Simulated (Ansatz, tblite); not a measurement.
# Ge20H30 bond sphere (Ge₂₀H₃₀): a ladder of methods and basis sets

Aim: run the singlet of Ge20H30 bond sphere (Ge₂₀H₃₀) at one geometry on many levels, and compare frontier levels, spin and run time.

The runs use Ansatz 0.2.0, Gaussian basis; as each input shows.

The runs, in order: GFN1-xTB, GFN2-xTB, PBE-D4/def2-TZVP, r2SCAN-D4/def2-TZVP, BHLYP-D4/def2-TZVP, PBE-D4/def2-SVP, PBE0-D4/def2-SVP, HF/STO-3G, HF/6-31G, B3LYP-D4/6-31G, MP2/def2-SVP.

1 further run of the same task is left out (set aside as unsound or not needed). Runs told in other sessions of the task aren't counted.

**1. The geometry**

The geometry is that of the singlet, from an earlier relaxation (PBE-D4/def2-SVP).

50 atoms, charge 0, spin multiplicity 1.

Bond lengths: Ge1–Ge11 2.450 Å, Ge1–Ge12 2.450 Å, Ge1–Ge13 2.459 Å, Ge1–H21 1.562 Å, Ge2–Ge11 2.447 Å, Ge2–Ge14 2.450 Å, Ge2–H22 1.554 Å, Ge2–H23 1.559 Å, Ge3–Ge13 2.459 Å, Ge3–Ge15 2.450 Å, Ge3–Ge16 2.449 Å, Ge3–H24 1.562 Å, Ge4–Ge14 2.449 Å, Ge4–Ge15 2.446 Å, Ge4–H25 1.559 Å, Ge4–H26 1.554 Å, Ge5–Ge12 2.446 Å, Ge5–Ge17 2.449 Å and more. Angles: Ge11–Ge1–Ge12 103.2°, Ge11–Ge1–Ge13 113.3°, Ge11–Ge1–H21 109.0°, Ge12–Ge1–Ge13 113.3°, Ge12–Ge1–H21 109.0°, Ge13–Ge1–H21 108.9°, Ge11–Ge2–Ge14 112.0°, Ge11–Ge2–H22 109.3°, Ge11–Ge2–H23 108.4°, Ge14–Ge2–H22 111.8°, Ge14–Ge2–H23 107.5°, H22–Ge2–H23 107.7°, Ge13–Ge3–Ge15 113.2°, Ge13–Ge3–Ge16 113.2°, Ge13–Ge3–H24 108.9°, Ge15–Ge3–Ge16 103.3°, Ge15–Ge3–H24 109.0°, Ge16–Ge3–H24 109.0° and more.

PBE0-D4/def2-TZVP was run before; its log isn't repeated, and its numbers join the tables.

**2. GFN1-xTB**

Tight binding, by tblite at 300 K electronic temperature and without a spin-polarisation term:

```python
tblite.interface.Calculator('GFN1-xTB', numbers, positions, charge=0, uhf=0).singlepoint()
```

Energy -1355.4938 eV, HOMO -11.86 eV, LUMO -8.88 eV; 0.42 s.

**3. GFN2-xTB**

Tight binding, by tblite at 300 K electronic temperature and without a spin-polarisation term:

```python
tblite.interface.Calculator('GFN2-xTB', numbers, positions, charge=0, uhf=0).singlepoint()
```

Energy -1471.6366 eV, HOMO -10.15 eV, LUMO -6.47 eV; 0.34 s.

**4. PBE-D4/def2-TZVP**

start.molden holds the orbitals of an earlier run on this state, given as this run's starting guess.

File in.yaml:

```yaml
crystal:
  periodic: [false, false, false]
  atoms:
    - {symbol: Ge, position_ang: [-2.113889, -2.115847, -0.737555]}
    - {symbol: Ge, position_ang: [-2.253966, 0.821375, -3.538828]}
    - {symbol: Ge, position_ang: [-2.116179, 0.739227, 2.112502]}
    - {symbol: Ge, position_ang: [-2.254079, 3.537598, -0.826530]}
    - {symbol: Ge, position_ang: [0.822231, -2.257397, -3.535220]}
    - {symbol: Ge, position_ang: [0.736588, -2.113938, 2.116856]}
    - {symbol: Ge, position_ang: [3.538531, -2.255057, -0.817526]}
    - {symbol: Ge, position_ang: [0.708176, 0.706210, -0.706886]}
    - {symbol: Ge, position_ang: [0.820284, 3.538087, 2.254200]}
    - {symbol: Ge, position_ang: [3.535675, 0.823348, 2.259990]}
    - {symbol: Ge, position_ang: [-3.534340, -0.824159, -2.258876]}
    - {symbol: Ge, position_ang: [-0.820548, -3.539835, -2.254009]}
    - {symbol: Ge, position_ang: [-0.708598, -0.708255, 0.708557]}
    - {symbol: Ge, position_ang: [-0.734922, 2.113068, -2.116012]}
    - {symbol: Ge, position_ang: [-3.536646, 2.256609, 0.816316]}
    - {symbol: Ge, position_ang: [-0.823589, 2.257144, 3.535571]}
    - {symbol: Ge, position_ang: [2.115469, -0.739518, -2.112741]}
    - {symbol: Ge, position_ang: [2.255800, -3.536382, 0.824910]}
    - {symbol: Ge, position_ang: [2.253682, -0.820615, 3.540272]}
    - {symbol: Ge, position_ang: [2.114221, 2.113729, 0.738548]}
    - {symbol: H, position_ang: [-3.019287, -3.018022, 0.160686]}
    - {symbol: H, position_ang: [-1.494407, 0.100645, -4.687333]}
    - {symbol: H, position_ang: [-3.254543, 1.825578, -4.188182]}
    - {symbol: H, position_ang: [-3.021685, -0.158222, 3.015398]}
    - {symbol: H, position_ang: [-3.252940, 4.187761, -1.831897]}
    - {symbol: H, position_ang: [-1.494713, 4.685295, -0.104330]}
    - {symbol: H, position_ang: [0.097288, -1.495120, -4.679319]}
    - {symbol: H, position_ang: [1.825153, -3.255265, -4.190497]}
    - {symbol: H, position_ang: [-0.162265, -3.017784, 3.020007]}
    - {symbol: H, position_ang: [4.194573, -3.254129, -1.818794]}
    - {symbol: H, position_ang: [4.682025, -1.491241, -0.093294]}
    - {symbol: H, position_ang: [0.097544, 4.683372, 1.491671]}
    - {symbol: H, position_ang: [1.823108, 4.191664, 3.253367]}
    - {symbol: H, position_ang: [4.684459, 0.101483, 1.501902]}
    - {symbol: H, position_ang: [4.184589, 1.828565, 3.259819]}
    - {symbol: H, position_ang: [-4.183666, -1.828532, -3.259268]}
    - {symbol: H, position_ang: [-4.682952, -0.102946, -1.499889]}
    - {symbol: H, position_ang: [-1.824222, -4.191373, -3.253679]}
    - {symbol: H, position_ang: [-0.098394, -4.686454, -1.492992]}
    - {symbol: H, position_ang: [0.165842, 3.014797, -3.019334]}
    - {symbol: H, position_ang: [-4.681042, 1.494234, 0.091944]}
    - {symbol: H, position_ang: [-4.191696, 3.255827, 1.818090]}
    - {symbol: H, position_ang: [-1.826769, 3.256374, 4.188431]}
    - {symbol: H, position_ang: [-0.100772, 1.495522, 4.681404]}
    - {symbol: H, position_ang: [3.018637, 0.159599, -3.016279]}
    - {symbol: H, position_ang: [1.495118, -4.682252, 0.101137]}
    - {symbol: H, position_ang: [3.254247, -4.189327, 1.828855]}
    - {symbol: H, position_ang: [3.252739, -1.823691, 4.193630]}
    - {symbol: H, position_ang: [1.491592, -0.097752, 4.685785]}
    - {symbol: H, position_ang: [3.018576, 3.016025, -0.160586]}
basis:
  gaussian: {orbitals: def2-TZVP, fitting: {mean_field: def2-universal-jkfit}, initial_orbitals: start.molden}
hamiltonian: {xc: pbe, dispersion: d4}
scf: {omitted_lower_state_checks: [starts]}
output: {forces: true, orbitals: {seedname: orbitals}}
```

Launch:

```sh
ansatz run in.yaml --threads 11 --pin off --events-out ev --progress --plain --max-ram 166912MiB --backend cuda --devices 0, --max-vram 75GiB
```

The runs that follow: r2SCAN-D4/def2-TZVP; BHLYP-D4/def2-TZVP; PBE-D4/def2-SVP; PBE0-D4/def2-SVP; HF/STO-3G; HF/6-31G; B3LYP-D4/6-31G; MP2/def2-SVP.

Q: Predict the results of all the runs planned. Wanted: gap in def2-TZVP, named functionals, smallest and largest; correlation energy, MP2/def2-SVP; binding an atom, functionals in def2-TZVP; PBE0 total energy, smallest basis above largest.

As calculated:

| quantity | value |
| --- | --- |
| gap in def2-TZVP, named functionals, smallest and largest | 3.84 eV (PBE-D4), 7.09 eV (BHLYP-D4) |
| correlation energy, MP2/def2-SVP | -126.89 eV |
| binding an atom, functionals in def2-TZVP | 2.84 (BHLYP-D4) to 2.91 eV (r2SCAN-D4) |
| PBE0 total energy, smallest basis above largest | 142.10 eV (def2-SVP, def2-TZVP) |

**Reading.** Orbital gaps of the named functionals in def2-TZVP span 3.84 eV (PBE-D4) to 7.09 eV (BHLYP-D4); exact exchange widens it.
